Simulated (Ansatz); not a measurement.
**BaTiO3 (P4mm): equation of state**

An exercise on one series of results from a longer session: the logs are not shown, and one member is left open.

The COD entry's cell or inner coordinates are ideal or old and differ from later refinements, so a difference from it is no clean test against experiment.

Method: DFT PBE, scalar-relativistic, plane waves, PAW, in Ansatz 0.2.0.

Spin polarisation is switched off on purpose; where the compound carries moments, volume, stiffness and gap are then not the real material's.

### The starting structure

Symmetry: P4mm, No. 99, tetragonal system. The conventional cell has a = 3.985 Å, b = 3.985 Å, c = 4.202 Å, α = 90.00°, β = 90.00°, γ = 90.00°. Around Ba (site symmetry 4mm) lie 12 O at 2.80 to 2.99 Å. Ti (site symmetry 4mm) has 5 O at 1.81 to 2.00 Å as nearest neighbours. O (site symmetry 4mm) has 1 Ti at 1.81 Å as nearest neighbours. O (site symmetry 2mm) has 2 Ti at 2.00 Å and 2 Ba at 2.80 Å as nearest neighbours.

Coordinates:

```cif
data_structure
_symmetry_space_group_name_H-M 'P 1'
_symmetry_Int_Tables_number 1
_cell_length_a 3.9853
_cell_length_b 3.9853
_cell_length_c 4.2020
_cell_angle_alpha 90.000
_cell_angle_beta 90.000
_cell_angle_gamma 90.000
_cell_volume 66.74
loop_
_atom_site_label
_atom_site_type_symbol
_atom_site_fract_x
_atom_site_fract_y
_atom_site_fract_z
_atom_site_occupancy
Ba1 Ba 0.00000 0.00000 0.98928 1
Ti1 Ti 0.50000 0.50000 0.47206 1
O1 O 0.50000 0.50000 0.04088 1
O2 O 0.50000 0.00000 0.52039 1
O3 O 0.00000 0.50000 0.52039 1
```

This cell comes from an earlier session at PBE: 13.348 Å³/atom at 0.00 GPa, on a 8×8×8 mesh.

Volume factors to run: 0.980, 1.020, 0.960, 1.040.

Set-up of the first run:

input.yaml

```yaml
crystal:
  lattice:
    - [3.9585333146, 0.0, 0.0]
    - [0.0, 3.9585333146, 0.0]
    - [0.0, 0.0, 4.1738431359]
  atoms:
    - { symbol: Ba, position: [0.0, 0.0, -0.0107167314] }
    - { symbol: Ti, position: [0.5, 0.5, 0.4720592577] }
    - { symbol: O, position: [0.5, 0.5, 0.0408775861] }
    - { symbol: O, position: [0.5, 0.0, 0.5203899438] }
    - { symbol: O, position: [0.0, 0.5, 0.5203899438] }
basis:
  ecutwfc: 420
  ecutrho_ratio: 4
kpoints:
  mp_grid: { grid: [8, 8, 8] }
hamiltonian:
  xc: pbe
scf:
  occupations: { method: gaussian, width: 0.05 }
output:
  forces: true
  stress: true
  eigenvalues: true
relax:
  f_tol: 0.01
  max_steps: 40
  cell: { stress_tol: 0.1, fix: [volume] }
```

Run with:

```bash
ansatz run input.yaml --threads 1 --pin off --max-ram 2560MiB --backend cpu --events-out ev --progress --plain --runs-dir out
```

Among the steps run: Volume × 0.980; Scaling the volume by 1.020; Volume × 0.960; Scaling the volume by 1.040.

One table of the session follows, with a row left open; its other results are not shown here.

It belongs to the step «The fit». 

```
volume (Å³/atom)  energy (meV/atom)  pressure (GPa)  gap (eV)
          12.814               6.80            4.39      1.87
          13.081               1.59            2.00      1.86
          13.348               0.00            0.00      1.84
          13.615                  ?               ?         ?
          13.882               4.65           -2.51      1.84
```

**Question.** Estimate the row for volume (Å³/atom) = 13.615.

Worked estimate for «energy (meV/atom)». A straight line through the neighbours (13.348, 0.00) and (13.882, 4.65) gives 0.00 + (4.65 − 0.00) × (13.615 − 13.348) / (13.882 − 13.348) = 2.33; a parabola fitted to 3 rows on both sides gives 1.02.

As computed: energy (meV/atom): 1.30; pressure (GPa): -1.48; gap (eV): 1.84. In «energy (meV/atom)» the line misses by +1.03 and the parabola by -0.28.
